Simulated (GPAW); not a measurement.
CsLi2:

```
CELL_PARAMETERS angstrom
3.96633 0.00000 0.00000
-1.98317 3.43495 0.00000
0.00000 0.00000 10.02838
ATOMIC_POSITIONS crystal
Cs 0.00000 0.00000 0.00000
Li 0.33333 0.66667 0.34863
Li 0.33333 0.66667 0.65137
```

The cell was built by a generator and needn't be a form met in nature.

| Item | Value |
| --- | --- |
| Program | GPAW 26.7.0 |
| Task | relaxation of cell and atoms |
| Functional | RPBE |
| Potentials or basis | the program's PAW data sets (release 1.2.1) made for this functional |
| Cutoff | 800 eV |
| Basis | pw |
| k mesh | 8 × 8 × 3 |
| Occupations | fermi-dirac, width 0.05 eV |
| Spin | no spin polarisation |

At the start: pressure 0.4 GPa; volume 45.54 Å³/atom.

**Question.** Where does the relaxation end?

**Answer.** Over 3 steps the energy falls by 6.9 meV/atom and the volume is 50.07 Å³/atom (+9.9 %); space group P-6m2 (No. 187, to 0.05 Å).

Step by step:
```tsv
step	energy change (eV)	largest force (eV/Å)	pressure (GPa)	volume (Å³)
1	0.0000	0.0260	0.38	136.63
2	-0.0006	0.0254	0.37	136.84
3	-0.0206	0.0105	0.03	150.21
```

Final structure:
```
Cs Li
1.0
     4.13297    0.00000    0.00000
    -2.06649    3.57926    0.00000
     0.00000    0.00000   10.15404
Cs Li
1 2
Direct
  0.00000 0.00000 0.00000
  0.33333 0.66667 0.35090
  0.33333 0.66667 0.64910
```

Caveat: later steps reuse the first step's grids.
